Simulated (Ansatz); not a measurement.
**AlBGeH+ (triplet): from Hartree-Fock to the top rungs, cc-pVDZ**

The task here is to estimate one member of a computed series from the others.

Computed with Ansatz 0.2.0, Gaussian basis. Level: cc-pVDZ, core rule «outside noble gas», up to 20 orbitals frozen.

Plan: UHF; CCSD(T) on ROHF; CCSD(T) on UHF; BCCD(T) on ROHF; CISD; CCSDT(Q) on ROHF; CCSDT(Q) on UHF; CASSCF and NEVPT2, 10 electrons in 10 orbitals.

18 further runs of the same task are left out: 7 that didn't finish, 11 set aside as unsound or not needed.

## What is computed

The geometry is a PBE0/def2-TZVP stationary point (not a proven minimum) of the parent state, kept for this charge and spin. No spin-orbit coupling is included. The filled d shell of Ge may be among the frozen orbitals whatever the setting's name suggests; the logs give the count.

4 atoms, charge 1, spin multiplicity 3.

Atoms are counted from 1 here; the program's logs count them from 0.

Bond lengths: Al1–Ge2 2.506 Å, Al1–B3 2.016 Å, Al1–H4 1.583 Å, Ge2–B3 1.894 Å. Angles: Ge2–Al1–B3 48.0°, Ge2–Al1–H4 155.3°, B3–Al1–H4 156.6°, Al1–Ge2–B3 52.3°, Al1–B3–Ge2 79.6°.

The first run:

in.yaml

```yaml
crystal:
  periodic: [false, false, false]
  atoms:
    - {symbol: Al, position_ang: [0.000000, -0.151695, 1.750022]}
    - {symbol: Ge, position_ang: [0.000000, -0.134195, -0.755651]}
    - {symbol: B, position_ang: [0.000000, 1.356911, 0.412828]}
    - {symbol: H, position_ang: [0.000000, -0.822105, 3.183825]}
basis:
  gaussian: {orbitals: cc-pVDZ}
total_charge: 1
magnetization: {spin_polarized: true, initial_magnetization: 2}
hamiltonian: {xc: hf}
output: {orbitals: {seedname: orbitals}}
```

Launch:

```console
$ ansatz run in.yaml --threads 1 --pin off --events-out ev --progress --plain --max-ram 2393MiB
```

Steps of the session up to this table: UHF; CCSD(T) on ROHF; CCSD(T) on UHF; BCCD(T) on ROHF; CISD; CCSDT(Q) on ROHF; CCSDT(Q) on UHF; CASSCF and NEVPT2, 10 electrons in 10 orbitals.

One of the session's tables, all rows but one given; the rest of the session is left out.

| method | from RCCSDT(Q) (kJ/mol) |
| --- | --- |
| ROHF | +602.2 |
| UHF | +577.8 |
| RMP2 | +126.1 |
| UMP2 | +137.9 |
| CISD | +90.1 |
| RCCSD | +38.8 |
| UCCSD | +38.2 |
| RCCSD(T) | +7.6 |
| UCCSD(T) | +8.2 |
| BCCD(T) | +7.3 |
| RCCSDT | +2.8 |
| UCCSDT | +2.3 |
| RCCSDT(Q) | 0 |
| UCCSDT(Q) | ? |
| CASSCF frontier | +365.7 |
| NEVPT2 frontier | +100.2 |

Estimate the missing values for UCCSDT(Q).

As computed: from RCCSDT(Q) (kJ/mol): -0.5. In the column «from RCCSDT(Q) (kJ/mol)» it is the lowest.

Limits of these values: Restricted and unrestricted rows rest on different reference determinants; where their highest levels disagree by more than a few hundredths of an eV, they describe different states and don't form one ladder.
